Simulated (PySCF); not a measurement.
**HfF4: rigid scans about the minimum**

Aim: map the energy of singlet HfF4 about its B3LYP minimum, with rigid distortions.

The runs use PySCF 2.14.0; B3LYP, basis Hf def2-SVP with ECP60, F def2-SVP, scalar-relativistic core potentials, no spin–orbit coupling, density fitting.

## 1. Where the work starts

5 atoms, charge 0, spin multiplicity 1.

Bond lengths: Hf1–F2 1.912 Å, Hf1–F3 1.912 Å, Hf1–F4 1.912 Å, Hf1–F5 1.912 Å. Angles: F2–Hf1–F3 109.4°, F2–Hf1–F4 109.5°, F2–Hf1–F5 109.5°, F3–Hf1–F4 109.5°, F3–Hf1–F5 109.5°, F4–Hf1–F5 109.4°.

Coordinates in bohr (charge 0 multiplicity 1):
```
Hf    0.0000    0.0000    0.0000
F     0.0000    2.9485   -2.0875
F     0.0000   -2.9485   -2.0875
F     2.9485    0.0000    2.0875
F    -2.9485    0.0000    2.0875
```

## 2. Fields at the lowest minimum

The plane holds Hf1 at (0.00, 0.00), F2 at (1.91, 0.00), F3 at (-0.64, 1.80) Å. Columns run from x = -2.55 to 4.35 Å, rows from y = 4.05 (top) to -1.95 Å, in steps of 0.3 Å. Electrons inside core potentials are absent.

Density (cut at 5 e/Å³):

Ten steps from '0' (0.000 e/Å³) to '9' (5.000 e/Å³), finer at the low end (step k begins (100^(k/10) - 1)/99 of the way up):
```
000000000000000000000000
000000000000000000000000
000000000000000000000000
000000110000000000000000
000012222100000000000000
000134654210000000000000
000257997420000000000000
001369999521000000000000
001369999531000000000000
001258997531111110000000
000135666532223321000000
000123567764345653100000
000013699996569985310000
000014791197689997310000
000014791197689997310000
000013699996569985310000
000012467764345653100000
000011234432223321000000
000001111110011110000000
000000000000000000000000
000000000000000000000000
```

ELF (0 where the density is under 0.005 e/Å³):

Ten even steps from '0' (0.00) to '9' (0.88):
```
000000000000000000000000
000000000000000000000000
000000000000000000000000
000012222100000000000000
000134554310000000000000
001358887530000000000000
002589999741000000000000
003699139852000000000000
003699139851000000000000
002589998520002221000000
001467742110045554200000
000121136761168886420000
000001699994289998530000
000004990096296299631000
000004990096296299631000
000001799995289998530000
000000169982168886420000
000000012420145654200000
000000000000012321000000
000000000000000000000000
000000000000000000000000
```

Electrostatic potential (cut at 20 V):

Ten steps from '0' (-0.91 V) to '9' (20.00 V), finer at the low end (step k begins (100^(k/10) - 1)/99 of the way up):
```
333222222333333333333333
332222222233333333333333
322211112233333333333333
322100001223333333333333
321001221123334333333333
321025665333444433333333
321259998544444433333333
332379999755554433333333
333479999766654433333333
444569999887665432222233
455568999998765432112223
556678999999877763101223
556789999999989996201222
556789999999999998300222
556789999999999998300222
556789999999989996201222
556678999999877763101223
455677899998765432112223
445566788887765432222333
444556677777655433333333
444455566666655443333333
```

Values on the line from Hf1 (at 0) through F2 (at 1.912 Å):

| distance (Å) | density (e/Å³) | ELF | electrostatic potential (V) |
| --- | --- | --- | --- |
| 0.76 | 1.71 | 0.586 | 44.8 |
| 0.96 | 0.864 | 0.178 | 24.8 |
| 1.15 | 1.11 | 0.442 | 17.5 |
| 1.34 | 2.63 | 0.812 | 24.1 |
| 1.53 | 6.52 | 0.776 | 69.9 |
| 1.72 | 16.5 | 0.131 | 298 |
| 2.01 | 130 | 0.896 | 846 |
| 2.20 | 10.1 | 0.573 | 134 |
| 2.39 | 3.92 | 0.87 | 32.7 |
| 2.58 | 1.33 | 0.84 | 7.99 |
| 2.77 | 0.42 | 0.703 | 1.32 |
| 2.96 | 0.148 | 0.494 | -0.504 |

Making the fields ran for 1.8 s (2 threads of Arm Neoverse V1, shared host).

## 3. Breathing scan

One driver script runs all scans and calls PySCF for each point, on a (75, 302) grid.

Run with:

```
$ OMP_NUM_THREADS=2 python axn.py task.json out
```

A rigid scan with B3LYP: all bonds to the central atom are scaled together. Each point starts from its neighbour's orbitals, and energies count from the minimum.

| scale of all bonds to the centre | energy (kJ/mol) |
| --- | --- |
| 0.88 | 476.4 |
| 0.92 | 185.9 |
| 0.96 | 40.9 |
| 1.00 | 0.0 |
| 1.04 | 32.4 |
| 1.08 | 115.8 |
| 1.14 | 301.7 |
| 1.22 | 607.4 |
| 1.35 | 1130.9 |

The scan took 16 s.

## 4. Stretching one bond

A rigid scan with B3LYP: the bond from Hf to the last atom (F) is scaled and the rest held.

| scale of one bond | energy (kJ/mol) | dipole size (D) |
| --- | --- | --- |
| 0.92 | 41.2 | 0.91 |
| 0.96 | 9.0 | 0.44 |
| 1.00 | 0.0 | 0.00 |
| 1.05 | 10.8 | 0.51 |
| 1.12 | 51.0 | 1.18 |
| 1.20 | 114.7 | 1.86 |
| 1.35 | 246.3 | 3.00 |
| 1.55 | 403.2 | 4.23 |
| 1.80 | 545.4 | 5.38 |
| 2.20 | 671.9 | 6.65 |

The scan took 20 s.

A restricted determinant lies too high at long bonds, where the pair should uncouple.

## 5. From tetrahedral to square planar

A rigid scan with B3LYP: D2d path, angle between each bond and the S4 axis (54.74 tetrahedral, 90 square planar), bonds fixed.

| angle of the bonds to the S4 axis (°) | energy (kJ/mol) |
| --- | --- |
| 45.0 | 42.4 |
| 50.0 | 8.9 |
| 54.7 | 0.0 |
| 60.0 | 9.9 |
| 66.0 | 43.8 |
| 72.0 | 97.4 |
| 78.0 | 158.0 |
| 84.0 | 208.4 |
| 90.0 | 228.4 |

The scan took 18 s.

## 6. Results

| quantity | value |
| --- | --- |
| all bonds 4 % longer | 32.4 kJ/mol |
| one bond 20 % longer | 114.7 kJ/mol |
| square planar shape, bonds held | 228.4 kJ/mol |

In words: The well is lopsided, 40.9 kJ/mol for 4 % shorter bonds against 32.4 for 4 % longer ones. Held rigid otherwise, the square planar shape costs 228 kJ/mol. The stability of the closed-shell solution was not tested. Spin–orbit coupling, left out here, can matter for elements this heavy.
